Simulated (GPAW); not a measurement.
# RuSe (Pm-3m) in GPAW: settings compared, part 2 of 3

GPAW 26.7.0.

### 3 Single point from a typed occupation, PBEsol+U, collinear spin, ferromagnetic start

File run.py:

```python
import numpy as np
from ase import Atoms
from ase.units import Ha
from gpaw import PW, setup_paths
from gpaw.dft import DFT
from gpaw.hubbard import aoom

setup_paths.insert(0, '.')

atoms = Atoms(['Ru', 'Se'],
              cell=[[3.18769231, 0.0, 0.0],
                    [0.0, 3.18769231, 0.0],
                    [0.0, 0.0, 3.18769231]],
              scaled_positions=[[0.0, 0.0, 0.0],
                                [0.5, 0.5, 0.5]],
              pbc=True)
atoms.set_initial_magnetic_moments([4.0, 0.0])

def hold(setup, l, U, n_smm):
    """Build the Hubbard potential of this atom from a typed occupation matrix."""
    free = setup.hubbard_u.calculate

    def calculate(setup, D_sii):
        energy, dH_sii = free(setup, D_sii)
        m = 2 * l + 1
        first = np.cumsum([0] + [2 * x + 1 for x in setup.l_j])
        blocks = [slice(first[j], first[j] + m) for j, x in enumerate(setup.l_j) if x == l]
        for s, n_mm in enumerate(n_smm):
            _, V_ii = aoom(D_sii[s], l, setup.l_j, setup.n_j, setup.N0_q)
            for i1 in blocks:
                for i2 in blocks:
                    V_ii[i1, i2] *= U / Ha / 2 * (np.eye(m) - 2 * np.array(n_mm))
            dH_sii[s] = V_ii
        return energy, dH_sii

    setup.hubbard_u.calculate = calculate
    return free

# occupation matrices [spin][m][m'] in real spherical harmonics, m = -l ... l
start = {
    0: [[[1.0, 0.0, 0.0, 0.0, 0.0],
         [0.0, 1.0, 0.0, 0.0, 0.0],
         [0.0, 0.0, 1.0, 0.0, 0.0],
         [0.0, 0.0, 0.0, 1.0, 0.0],
         [0.0, 0.0, 0.0, 0.0, 1.0]],
        [[0.0321, 0.1005, 0.0471, -0.0378, -0.1317],
         [0.1005, 0.3147, 0.1475, -0.1182, -0.4121],
         [0.0471, 0.1475, 0.0691, -0.0554, -0.1932],
         [-0.0378, -0.1182, -0.0554, 0.0444, 0.1548],
         [-0.1317, -0.4121, -0.1932, 0.1548, 0.5397]]],
}

dft = DFT(atoms,
          mode=PW(600),
          xc='PBEsol',
          kpts={'size': (6, 6, 6), 'gamma': True},
          occupations={'name': 'methfessel-paxton', 'order': 0, 'width': 0.05},
          setups={0: ':d,2.0'},
          nbands=24,
          convergence={'density': 0.0001, 'energy': 1e-05},
          maxiter=120,
          symmetry={'point_group': False},
          converge=False,
          txt='gpaw.txt')
free = {a: hold(dft.setups[a], l, 2, start[a]) for a, l in {0: 2}.items()}
dft.converge(steps=12)
for a, calculate in free.items():
    dft.setups[a].hubbard_u.calculate = calculate
dft.converge()
print(f'Energy: {dft.calculate_energy():.6f} eV')
print('Forces (eV/A):')
print(dft.calculate_forces().round(4))
print('Stress (eV/A^3):', dft.calculate_stress().round(6))
print('Moments:', dft.magmoms()[1][:, 2].round(3))
dft.write_converged()
dft.write_gpw_file('gs.gpw')
for a, l in {0: 2}.items():
    setup = dft.setups[a]
    for s, D_ii in enumerate(dft.density.D_asii[a]):
        n_mm = aoom(D_ii, l, setup.l_j, setup.n_j, setup.N0_q)[0]
        print(f'atom {a} spin {s} trace {n_mm.trace():.4f} eigenvalues', *np.linalg.eigvalsh(n_mm).round(3))
        np.savetxt(f'occupation-{a}-{s}.dat', n_mm, fmt='%8.4f')
```

Potentials or basis: PAW data sets generated in the run's folder for this functional, pw.

On the command line:

```console
$ gpaw-setup -f PBEsol Ru Se
$ OMP_NUM_THREADS=1 python run.py
```

gpaw.txt:

```text
Diagonalizing LCAO Hamiltonian
Converting LCAO to pw mode
   .-------.
  /|       |
 * |       |
 | |  Se   |
 | .-------.
 |/       /
 Ru------*

Atoms  # Å, Bohr magnetons
|   | symbol |        x |        y |        z |    initial magnetic moments |
|---|--------|----------|----------|----------|-----------------------------|
| 0 |     Ru | 0.000000 | 0.000000 | 0.000000 | ( 0.0000,  0.0000,  4.0000) |
| 1 |     Se | 1.593846 | 1.593846 | 1.593846 | ( 0.0000,  0.0000,  0.0000) |

Unit cell  # Å
| periodic |        x |        y |        z |  lengths |    angles |
|----------|----------|----------|----------|----------|-----------|
|      yes | 3.187692 | 0.000000 | 0.000000 | 3.187692 | 90.000000 |
|      yes | 0.000000 | 3.187692 | 0.000000 | 3.187692 | 90.000000 |
|      yes | 0.000000 | 0.000000 | 3.187692 | 3.187692 | 90.000000 |

Number of symmetries: 1
Symmetry operations  # r_c * U_cc + t_c -> r_c
|   | kind |            matrix            |
|---|------|------------------------------|
| 0 |  E   |  1, 0, 0,  0, 1, 0,  0, 0, 1 |

BZ-sampling:
  Number of BZ points: 216
  Number of IBZ points: 112

  Monkhorst-Pack size: [6, 6, 6]
  Monkhorst-Pack shift: [0.08333333333333333, 0.08333333333333333, 0.08333333333333333]

K-points  # in reciprocal-cell coordinates
|     |                                coordinates |     weight |
|-----|--------------------------------------------|------------|
|   0 | (  0.00000000,   0.00000000,   0.00000000) | 0.00462963 |
|   1 | (  0.00000000,   0.00000000,   0.16666667) | 0.00925926 |
|   2 | (  0.00000000,   0.00000000,   0.33333333) | 0.00925926 |
|   3 | (  0.00000000,   0.00000000,   0.50000000) | 0.00462963 |
|   4 | (  0.00000000,   0.16666667,  -0.33333333) | 0.00925926 |
|   5 | (  0.00000000,   0.16666667,  -0.16666667) | 0.00925926 |
|   6 | (  0.00000000,   0.16666667,   0.00000000) | 0.00925926 |
|   7 | (  0.00000000,   0.16666667,   0.16666667) | 0.00925926 |
|   8 | (  0.00000000,   0.16666667,   0.33333333) | 0.00925926 |
|   9 | (  0.00000000,   0.16666667,   0.50000000) | 0.00925926 |
| ... |                                            |            |
| 111 | (  0.50000000,   0.50000000,   0.50000000) | 0.00462963 |

Plane wave coefficients: 1108
Cutoff: 600.0 eV

Spin-components: 2 (collinear spins)
Bands:           24
Projectors:      11
Spin-degeneracy: 1
Datatype:        complex128

Parallelization:
[... 125 lines left out ...]
|iter:   1| |  -11.466748 | -9.91c|       |  +2.0049|
|iter:   2| |  -11.622800 | -3.73 | -4.82c|  +2.0049|
|iter:   3| |  -11.622800 | -6.92 | -1.57 |  +2.0049|
|iter:   4| |  -11.622681c| -6.70 | -1.57 |  +2.0039|
|iter:   5| |  -11.622800c| -6.72 | -1.58 |  +2.0049|
|iter:   6| |  -11.622800c| -8.39c| -1.57 |  +2.0049|
|iter:   7| |  -11.622444 | -5.52 | -1.57 |  +2.0010|
|iter:   8| |  -11.622802 | -5.52 | -1.59 |  +2.0049|
|iter:   9| |  -11.622800 | -8.32c| -1.57 |  +2.0049|
|iter:  10| |  -11.625976 | -3.88 | -1.57 |  +1.9791|
[... 75 further cycles ...]
|iter:  86| |  -11.731742 | -5.07 | -2.48 |  +1.5142|
|iter:  87| |  -11.731567 | -6.45 | -2.23 |  +1.5185|
|iter:  88| |  -11.733785 | -4.71 | -2.21 |  +1.4692|
|iter:  89| |  -11.734544 | -5.29 | -2.50 |  +1.4503|
|iter:  90| |  -11.734985 | -5.96 | -2.57 |  +1.4500|
|iter:  91| |  -11.735628 | -5.24 | -2.63 |  +1.4202|
|iter:  92| |  -11.735835 | -5.68 | -3.06 |  +1.4122|
|iter:  93| |  -11.735881 | -6.26 | -3.39 |  +1.4079|
|iter:  94| |  -11.735885c| -7.04 | -3.86 |  +1.4061|
|iter:  95| |  -11.735885c| -7.94c| -4.37c|  +1.4058|
SCF steps: 95
Energy contributions relative to reference atoms: (reference = -189240.370351)

Energy contributions:
  Kinetic:           0.571485
  Coulomb:          -1.529190
  Zero:             -0.465929
  External:          0.000000
  Xc:              -10.311922
  Entropy:          -0.000658
  Spinorbit:         0.000000
  ----------------------------
  Free energy:     -11.736214
  Extrapolated:    -11.735885

Forces  # eV/Ang
|       x |        y |        z |
|---------|----------|----------|
| 0.00000 |  0.00000 | -0.00000 |  # Ru   0
| 0.00000 | -0.00000 | -0.00000 |  # Se   1

Stress tensor  # eV/Ang^3
|         x |         y |         z |
|-----------|-----------|-----------|
|  0.082414 | -0.000008 | -0.000001 |
| -0.000008 |  0.082417 | -0.000002 |
| -0.000001 | -0.000002 |  0.082418 |

Total magnetic moment: (0.000000, 0.000000, 1.405822)

Local magnetic moments
|        x |        y |        z |
|----------|----------|----------|
| 0.000000 | 0.000000 | 1.422900 |  # Ru   0
| 0.000000 | 0.000000 | 0.003763 |  # Se   1

Fermi level: 10.989
Eigenvalues  # (at kpt = [0.000, 0.000, 0.000])
| band index |      eig [eV] | occ [0-1] |      eig [eV] | occ [0-1] |
|------------|---------------|-----------|---------------|-----------|
|          0 |       -61.382 |     1.000 |       -60.345 |     1.000 |
|        ... |               |           |               |           |
|          5 |         6.531 |     1.000 |         8.155 |     1.000 |
|          6 |         6.531 |     1.000 |         8.155 |     1.000 |
|          7 |         9.490 |     1.000 |         9.488 |     1.000 |
|          8 |         9.491 |     1.000 |         9.488 |     1.000 |
|          9 |         9.492 |     1.000 |         9.488 |     1.000 |
|         10 |         9.493 |     1.000 |        10.959 |     0.805 |
[... 8 lines left out ...]
|         19 |        28.375 |     0.000 |        28.427 |     0.000 |
|         20 |        28.375 |     0.000 |        28.427 |     0.000 |
|        ... |               |           |               |           |
|         23 |        28.952 |     0.000 |        29.052 |     0.000 |

No gap
No difference between direct/indirect transitions
Writing to gs.gpw (mode='')

  __  _  _
 | _ |_)|_||  |
 |__||  | ||/\| - 26.7.0

Input parameters:
  mode=PW(ecut=600.0),
  convergence={'density': 0.0001, 'energy': 1e-05},
  kpts=MonkhorstPack(size=(6, 6, 6), gamma=True),
  maxiter=120,
  nbands=24,
  occupations=Occupations(name='methfessel-paxton', order=0, width=0.05),
  setups={0: ':d,2.0'},
  symmetry=Symmetry(point_group=False),
  xc=XC(name='PBEsol')
# Writing to gs.gpw (mode='')
```

Wall time 11 min (1 thread of Intel Xeon at 2.70GHz, shared host); peak memory 0.26 GiB.

Results:

| Quantity | Value |
| --- | --- |
| Free energy | -11.7362 eV |
| Pressure | -13.2 GPa |
| Band gap on the k mesh | none (metal or under the smearing width) |
| Net moment | 1.41 μB per cell |
| Site moments | Ru +1.42; Se +0.00 μB |

Eigenvalues of the final occupation matrices:
```
   site  spin  trace               eigenvalues
atom 1      1   4.42  0.82 0.82 0.82 0.99 0.99
atom 1      2   2.70  0.51 0.51 0.56 0.56 0.56
```

Caveat: the occupation matrix was held by a function in the script for the first cycles and then freed; the end state hangs on it. The state reached can hang on the start; a lower one may exist.

[end of part 2 of 3]
